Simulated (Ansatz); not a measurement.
# AsF2 (quartet): the correlation ladder, cc-pVTZ

One table from this session's results is given with a row withheld; the runs are named, their logs left out.

Method: cc-pVTZ, core rule «outside noble gas», up to 16 orbitals frozen; program: Ansatz 0.2.0, Gaussian basis.

To be run: UHF; CCSD(T) on ROHF; CCSD(T) on UHF; BCCD(T) on ROHF; CCSDT(Q) on ROHF; CCSDT(Q) on UHF; CASSCF and NEVPT2, 19 electrons in 12 orbitals.

4 further runs of the same task are left out: 4 set aside as unsound or not needed.

## The system

The geometry is a PBE0/def2-TZVP stationary point (not a proven minimum) of the parent state, kept for this charge and spin. No spin-orbit coupling is included. The filled d shell of As may be among the frozen orbitals whatever the setting's name suggests; the logs give the count.

3 atoms, charge 0, spin multiplicity 4.

Atoms are counted from 1 here; the program's logs count them from 0.

Bond lengths: As1–F2 1.730 Å, As1–F3 1.730 Å. Angles: F2–As1–F3 96.5°.

Set-up of the first run:

in.yaml reads:

```yaml
crystal:
  periodic: [false, false, false]
  atoms:
    - {symbol: As, position_ang: [0.000000, -0.387542, 0.000000]}
    - {symbol: F, position_ang: [0.000000, 0.764150, -1.290593]}
    - {symbol: F, position_ang: [0.000000, 0.764150, 1.290593]}
basis:
  gaussian: {orbitals: cc-pVTZ}
magnetization: {spin_polarized: true, initial_magnetization: 3}
hamiltonian: {xc: hf}
output: {orbitals: {seedname: orbitals}}
```

Command:

```bash
$ ansatz run in.yaml --threads 1 --pin off --events-out ev --progress --plain --max-ram 4096MiB --backend cpu
```

Among the steps run: UHF; CCSD(T) on ROHF; CCSD(T) on UHF; BCCD(T) on ROHF; CCSDT(Q) on ROHF; CCSDT(Q) on UHF; CASSCF and NEVPT2, 19 electrons in 12 orbitals.

One table of the session follows, with a row left open; its other results are not shown here.

| method | from RCCSDT(Q) (kJ/mol) |
| --- | --- |
| ROHF | +1658.5 |
| UHF | +1639.8 |
| RMP2 | +68.3 |
| UMP2 | +70.3 |
| RCCSD | +60.8 |
| UCCSD | ? |
| RCCSD(T) | +4.2 |
| UCCSD(T) | +2.9 |
| BCCD(T) | +3.8 |
| RCCSDT | +2.2 |
| UCCSDT | +0.6 |
| RCCSDT(Q) | 0 |
| UCCSDT(Q) | -2.6 |
| CASSCF valence | +1566.8 |
| NEVPT2 valence | +198.8 |

Estimate the missing values for UCCSD.

The run gave: from RCCSDT(Q) (kJ/mol): +58.2. In the column «from RCCSDT(Q) (kJ/mol)» it lies between RCCSD(T) (+4.2) and RCCSD (+60.8).

Caveats from the session: Restricted and unrestricted rows rest on different reference determinants; where their highest levels disagree by more than a few hundredths of an eV, they describe different states and don't form one ladder.
